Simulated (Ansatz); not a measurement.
# Alloy of LiH and LiF (20 of 32 H sites exchanged), 64 atoms

How does this alloy cell relax, and what gap do PBEsol and HSE06 give?

Method: density functional theory in Ansatz 0.2.0, PAW datasets, plane waves.

## (1) The system as built

64 atoms (12 H, 20 F, 32 Li); a = 7.994 Å, b = 7.994 Å, c = 7.994 Å, α = 90.00°, β = 90.00°, γ = 90.00°. All atoms were shaken off their sites by about 0.02 Å along each axis.

Plan of the steps: (2) PBEsol cell relaxation at the single k point (¼, ¼, ¼), on 7 threads of Arm Neoverse-V2; (3) HSE06 single point at the Γ point alone, on 7 threads of Arm Neoverse-V2.

## (2) Relaxing cell and atoms with PBEsol

Contents of in.yaml:

```yaml
crystal:
  lattice:
    - [7.994191, 0.000000, 0.000000]
    - [0.000000, 7.994191, 0.000000]
    - [0.000000, 0.000000, 7.994191]
  atoms:
    - { symbol: H, position: [0.251522, 0.997856, 0.003520] }
    - { symbol: H, position: [0.249286, 0.496386, 0.500038] }
    - { symbol: H, position: [0.752016, 0.502356, 0.997683] }
    - { symbol: H, position: [0.747317, 0.497446, 0.501459] }
    - { symbol: H, position: [0.001741, 0.251405, 0.001217] }
    - { symbol: H, position: [0.002891, 0.249290, 0.499675] }
    - { symbol: H, position: [0.499393, 0.250936, 0.500396] }
    - { symbol: H, position: [0.001323, 0.001589, 0.248818] }
    - { symbol: H, position: [0.995754, 0.002242, 0.751023] }
    - { symbol: H, position: [0.001388, 0.501086, 0.247609] }
    - { symbol: H, position: [0.999548, 0.499137, 0.747691] }
    - { symbol: H, position: [0.250917, 0.251711, 0.248576] }
    - { symbol: F, position: [0.254297, 0.998299, 0.501611] }
    - { symbol: F, position: [0.251547, 0.502403, 0.000129] }
    - { symbol: F, position: [0.749309, 0.001450, 0.000475] }
    - { symbol: F, position: [0.749973, 0.995143, 0.498749] }
    - { symbol: F, position: [0.998461, 0.752214, 0.001205] }
    - { symbol: F, position: [0.999032, 0.748824, 0.500951] }
    - { symbol: F, position: [0.500361, 0.247589, 0.000460] }
    - { symbol: F, position: [0.502221, 0.753856, 0.996747] }
    - { symbol: F, position: [0.498631, 0.746799, 0.498053] }
    - { symbol: F, position: [0.500798, 0.003284, 0.251312] }
    - { symbol: F, position: [0.495446, 0.999445, 0.747428] }
    - { symbol: F, position: [0.501523, 0.498776, 0.253543] }
    - { symbol: F, position: [0.496782, 0.498932, 0.751665] }
    - { symbol: F, position: [0.255225, 0.254431, 0.749274] }
    - { symbol: F, position: [0.251420, 0.747207, 0.247581] }
    - { symbol: F, position: [0.252988, 0.746574, 0.744018] }
    - { symbol: F, position: [0.749518, 0.248849, 0.252794] }
    - { symbol: F, position: [0.750034, 0.247085, 0.752451] }
    - { symbol: F, position: [0.750137, 0.746880, 0.251039] }
    - { symbol: F, position: [0.746666, 0.748142, 0.750705] }
    - { symbol: Li, position: [0.996785, 0.000811, 0.003457] }
    - { symbol: Li, position: [0.001557, 0.998080, 0.501009] }
    - { symbol: Li, position: [0.000759, 0.503448, 0.000005] }
    - { symbol: Li, position: [0.997503, 0.495329, 0.501404] }
    - { symbol: Li, position: [0.497400, 0.002486, 0.000599] }
    - { symbol: Li, position: [0.501174, 0.003827, 0.499727] }
    - { symbol: Li, position: [0.501580, 0.498627, 0.003762] }
    - { symbol: Li, position: [0.501774, 0.500388, 0.501786] }
    - { symbol: Li, position: [0.250964, 0.257792, 0.998161] }
    - { symbol: Li, position: [0.249826, 0.247108, 0.503727] }
    - { symbol: Li, position: [0.250377, 0.746994, 0.998760] }
    - { symbol: Li, position: [0.250947, 0.746981, 0.498294] }
    - { symbol: Li, position: [0.746791, 0.249282, 0.003267] }
    - { symbol: Li, position: [0.751514, 0.249909, 0.501109] }
    - { symbol: Li, position: [0.748796, 0.751362, 0.001030] }
    - { symbol: Li, position: [0.753497, 0.748707, 0.500704] }
    - { symbol: Li, position: [0.246180, 0.003271, 0.246748] }
    - { symbol: Li, position: [0.249340, 0.997834, 0.748788] }
    - { symbol: Li, position: [0.251716, 0.500771, 0.247118] }
    - { symbol: Li, position: [0.252876, 0.500103, 0.751170] }
    - { symbol: Li, position: [0.749193, 0.003642, 0.247615] }
    - { symbol: Li, position: [0.751582, 0.997062, 0.751882] }
    - { symbol: Li, position: [0.748912, 0.500934, 0.250655] }
    - { symbol: Li, position: [0.750785, 0.493822, 0.749212] }
    - { symbol: Li, position: [0.006014, 0.243904, 0.252133] }
    - { symbol: Li, position: [0.000087, 0.251050, 0.754017] }
    - { symbol: Li, position: [0.998466, 0.751362, 0.245755] }
    - { symbol: Li, position: [0.998660, 0.747553, 0.749693] }
    - { symbol: Li, position: [0.503207, 0.247129, 0.248944] }
    - { symbol: Li, position: [0.499816, 0.252173, 0.747132] }
    - { symbol: Li, position: [0.500135, 0.754204, 0.251094] }
    - { symbol: Li, position: [0.501430, 0.749155, 0.747788] }
  symmetry: { detect: false }
kpoints:
  mp_grid: { grid: [1, 1, 1], shift: [0.25, 0.25, 0.25] }
hamiltonian:
  xc: pbesol
scf:
  occupations: { method: fermi_dirac, width: 0.01 }
relax:
  f_tol: 0.03
  max_steps: 80
  escape_saddle: false
  adjacent_minimum: "off"
  cell: { fix: [shape] }
output:
  forces: true
  eigenvalues: true
  populations: true
```

Run with:

```
$ ansatz run in.yaml --threads 7 --pin off --max-ram 13300MiB --runs-dir r --events-out ev --progress --plain
```

Further steps of the session: Single point with HSE06.

**Question.** What will these runs give? Wanted: for each run, top filled to lowest empty.

**Answer**, as computed:

```
             level                  time   k points  top filled to lowest empty (eV)
PBEsol, relaxation  16 s (7 CPU threads)  (¼, ¼, ¼)                             5.77
             HSE06  40 s (7 CPU threads)          Γ                             7.11
```

```
     quantity                                                                      value
   relaxation                                           4 recorded steps, 0.15 eV gained
largest shift                                                              0.07 Å (Li57)
 relaxed cell  a = 8.015 Å, b = 8.015 Å, c = 8.015 Å, α = 90.00°, β = 90.00°, γ = 90.00°
```

**In words.** Relaxation gains 0.15 eV, with shifts up to 0.07 Å (Li57), while the volume changes by +0.8 %. Rows on different k points differ by sampling as well as by level. With one k point the spacing samples only the states that fold onto it, so it can exceed the gap over the zone.
